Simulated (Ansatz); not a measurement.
# BrH2NSn: a ladder of functionals and wavefunction methods

The task here is to estimate one member of a computed series from the others.

Program: Ansatz 0.2.0, Gaussian basis. Level of theory: functionals in def2-TZVPP, the program's frozen cores in correlated methods. These are calculated values, not measurements.

Levels to be run: LDA (SPW92), PBE-D4, revPBE-D4, BLYP-D4, r2SCAN-D4, B97M-V, PBE0-D4, B3LYP-D4, r2SCANh-D4, r2SCAN0-D4, HSE06-D4, BHLYP-D4, CAM-B3LYP-D4, LC-ωPBE, ωB97X-V, ωB97M-V, B2PLYP, PBE-QIDH; CCSD(T)/def2-SVP; CCSD(T)/def2-TZVPP; CCSD(T)/def2-QZVPP; extrapolation to the limit; RPA on PBE.

### The relaxed structure

The geometry comes from an earlier relaxation with PBE0-D4 in a triple-zeta def2 set; it is a stationary point. Sn takes the def2 core potential; no spin-orbit term is included.

SMILES `[NH2][Sn][Br]`, 5 atoms, charge 0, spin multiplicity 1.

Atoms are counted from 1 here; the program's logs count them from 0.

Bond lengths: N1–Sn2 2.005 Å, N1–H4 1.009 Å, N1–H5 1.009 Å, Sn2–Br3 2.543 Å. Angles: Sn2–N1–H4 123.5°, Sn2–N1–H5 124.4°, H4–N1–H5 112.1°, N1–Sn2–Br3 93.7°.

The first run:

The input, in.yaml:

```yaml
crystal:
  periodic: [false, false, false]
  atoms:
    - {symbol: N, position_ang: [-0.600753, 0.263108, -0.433670]}
    - {symbol: Sn, position_ang: [-0.230479, -0.973198, 1.100168]}
    - {symbol: Br, position_ang: [2.281932, -0.587026, 1.021963]}
    - {symbol: H, position_ang: [0.119186, 0.769634, -0.927544]}
    - {symbol: H, position_ang: [-1.519984, 0.453881, -0.802218]}
basis:
  gaussian: {orbitals: def2-TZVPP}
hamiltonian: {xc: lda}
output: {orbitals: {seedname: orbitals}}
```

Run with:

```
> ansatz run in.yaml --threads 2 --pin off --events-out ev --progress --plain --max-ram 32768MiB --backend cpu
```

Among the steps run: LDA; PBE-D4 (GGA); revPBE-D4 (GGA); BLYP-D4 (GGA); r2SCAN-D4 (meta-GGA); B97M-V (meta-GGA); PBE0-D4 (hybrid); B3LYP-D4 (hybrid); r2SCANh-D4 (hybrid); r2SCAN0-D4 (hybrid); HSE06-D4 (hybrid); BHLYP-D4 (hybrid); CAM-B3LYP-D4 (range-separated); LC-ωPBE (range-separated); ωB97X-V (range-separated); ωB97M-V (range-separated); B2PLYP (double hybrid); PBE-QIDH (double hybrid).

One table of the session follows, with a row left open; its other results are not shown here.

It belongs to the step «Frontier levels by functional». 

| functional | HOMO (eV) | LUMO (eV) | gap (eV) |
| --- | --- | --- | --- |
| LDA (SPW92) | -6.49 | -3.05 | 3.44 |
| PBE-D4 | -6.30 | -2.81 | 3.49 |
| revPBE-D4 | -6.23 | -2.72 | 3.51 |
| BLYP-D4 | -6.14 | -2.73 | 3.41 |
| r2SCAN-D4 | ? | ? | ? |
| B97M-V | -6.50 | -2.75 | 3.76 |
| PBE0-D4 | -7.36 | -2.17 | 5.20 |
| B3LYP-D4 | -7.18 | -2.38 | 4.80 |
| r2SCANh-D4 | -6.98 | -2.51 | 4.48 |
| r2SCAN0-D4 | -7.56 | -2.14 | 5.43 |
| HSE06-D4 | -6.98 | -2.53 | 4.45 |
| BHLYP-D4 | -8.28 | -1.47 | 6.81 |
| CAM-B3LYP-D4 | -8.59 | -1.27 | 7.32 |
| LC-ωPBE | -9.79 | -0.23 | 9.55 |
| ωB97X-V | -9.50 | -0.31 | 9.19 |
| ωB97M-V | -9.42 | -0.45 | 8.97 |

Q: Estimate the row for r2SCAN-D4 from the others.

Worked estimate for «HOMO (eV)». Against the share of exact exchange, r2SCANh-D4 (0.1, -6.98), r2SCAN0-D4 (0.25, -7.56) give a slope of -3.87 per unit share; at 0 the line stands at -6.59.

**Answer.** HOMO (eV): -6.59; LUMO (eV): -2.75; gap (eV): 3.84. In «HOMO (eV)» the line misses by 0.00.
